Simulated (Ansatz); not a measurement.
# CH₃Cl₃OSi: basis-set convergence

One table from this session's results is given with a row withheld; the runs are named, their logs left out.

The runs use Ansatz 0.2.0, Gaussian basis; one geometry, several basis sets.

The runs, in order: PBE0-D4/def2-SVP; ωB97M-V/def2-SVP; PBE0-D4/def2-QZVPP; ωB97M-V/def2-QZVPP; the functionals' def2-TZVPP values are taken from earlier runs.

### The relaxed structure

The geometry comes from an earlier relaxation with PBE0-D4 in a triple-zeta def2 set; it is a stationary point, not always the lowest conformer.

9 atoms, charge 0, spin multiplicity 1.

Atoms are counted from 1 here; the program's logs count them from 0.

Bond lengths: C1–O2 1.417 Å, C1–H7 1.089 Å, C1–H8 1.093 Å, C1–H9 1.093 Å, O2–Si3 1.608 Å, Si3–Cl4 2.033 Å, Si3–Cl5 2.017 Å, Si3–Cl6 2.033 Å. Angles: O2–C1–H7 107.5°, O2–C1–H8 110.8°, O2–C1–H9 110.8°, H7–C1–H8 109.2°, H7–C1–H9 109.2°, H8–C1–H9 109.3°, C1–O2–Si3 126.0°, O2–Si3–Cl4 110.9°, O2–Si3–Cl5 107.3°, O2–Si3–Cl6 110.9°, Cl4–Si3–Cl5 110.0°, Cl4–Si3–Cl6 107.8°, Cl5–Si3–Cl6 110.0°.

The first run:

The input, in.yaml:

```yaml
crystal:
  periodic: [false, false, false]
  atoms:
    - {symbol: C, position_ang: [0.246593, -1.141175, 0.844145]}
    - {symbol: O, position_ang: [0.760973, -0.204925, -0.087534]}
    - {symbol: Si, position_ang: [-0.064781, 0.986564, -0.784001]}
    - {symbol: Cl, position_ang: [-1.627906, 0.254551, -1.857928]}
    - {symbol: Cl, position_ang: [1.209063, 1.966638, -2.002747]}
    - {symbol: Cl, position_ang: [-0.811972, 2.263338, 0.610282]}
    - {symbol: H, position_ang: [1.059456, -1.814384, 1.113659]}
    - {symbol: H, position_ang: [-0.568501, -1.721162, 0.403240]}
    - {symbol: H, position_ang: [-0.114425, -0.635946, 1.743881]}
basis:
  gaussian: {orbitals: def2-SVP}
hamiltonian: {xc: pbe0, dispersion: d4}
output: {orbitals: {seedname: orbitals}}
```

Steps of the session up to this table: PBE0-D4 in def2-SVP; ωB97M-V in def2-SVP; PBE0-D4 in def2-QZVPP; ωB97M-V in def2-QZVPP.

One of the session's tables, all rows but one given; the rest of the session is left out.

It belongs to the step «Density functionals: the series». 

| functional | basis | HOMO (eV) | LUMO (eV) |
| --- | --- | --- | --- |
| PBE0-D4 | def2-SVP | -8.98 | 0.55 |
| PBE0-D4 | def2-TZVPP | ? | ? |
| PBE0-D4 | def2-QZVPP | -9.10 | -0.09 |
| ωB97M-V | def2-SVP | -11.27 | 2.76 |
| ωB97M-V | def2-TZVPP | -11.41 | 2.18 |
| ωB97M-V | def2-QZVPP | -11.45 | 1.62 |

**Question.** Estimate the row for PBE0-D4, def2-TZVPP.

The run gave: HOMO (eV): -9.07; LUMO (eV): 0.12. In the column «HOMO (eV)» it lies between PBE0-D4, def2-QZVPP (-9.10) and PBE0-D4, def2-SVP (-8.98).
